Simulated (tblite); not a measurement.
# C5H14SSi: the cost of one run

The runs use tblite 0.8.0 and PySCF 2.14.0, with density-fitted response routines of our own; the level of theory stands in each step. All values are computed, except where a source is named. Atoms count from 0, in the outputs and in this text.

### Step 1. The starting structure

21 atoms, charge 0, multiplicity 1; geometry from: force field or distance geometry start.

Bonds of the start (Å): C0–C1 1.50, C1–C2 1.53, C2–C3 1.51, C3–C4 1.48, C4–S5 1.80, S5–Si6 2.14, C0–H7 1.13, C0–H8 1.09, C0–H9 1.12, C1–H10 1.13, C1–H11 1.10, C2–H12 1.13, C2–H13 1.12, C3–H14 1.11, C3–H15 1.13, C4–H16 1.11, C4–H17 1.11, Si6–H18 1.49, Si6–H19 1.47, Si6–H20 1.48.

### Step 2. Optimising the geometry with GFN2-xTB

Job settings and geometry (Å):

```
{"job": {"kind": "relax", "xc": "GFN2-xTB", "basis": "xTB"}, "charge": 0, "multiplicity": 1}
C     -3.320000     0.518000    -0.209700
C     -2.019800    -0.231300    -0.245300
C     -0.970500     0.425200     0.649300
C      0.348600    -0.309500     0.628700
C      0.972900    -0.417800    -0.703800
S      2.538700    -1.306100    -0.726000
Si     3.974600    -0.148900     0.369100
H     -4.004000     0.028600     0.543700
H     -3.236100     1.553000     0.134100
H     -3.774500     0.419600    -1.227000
H     -2.240200    -1.231200     0.227100
H     -1.669100    -0.367400    -1.282800
H     -1.388800     0.386900     1.698900
H     -0.811600     1.500800     0.364800
H      0.289500    -1.252800     1.204500
H      1.025600     0.333000     1.265300
H      1.156300     0.598800    -1.119400
H      0.295600    -0.915800    -1.426700
H      4.442700    -0.917700     1.551400
H      5.084600     0.317600    -0.477300
H      3.296600     1.033800     0.935200
```

Run with:

```sh
OMP_NUM_THREADS=1 python probes_run.py task.json out
```

This one command runs all jobs of the session in turn.

Q: Estimate the wall time and peak memory of this first job on 1 thread of Arm Neoverse N1, shared host.

About 2.2 s, with a peak of 0.18 GiB.
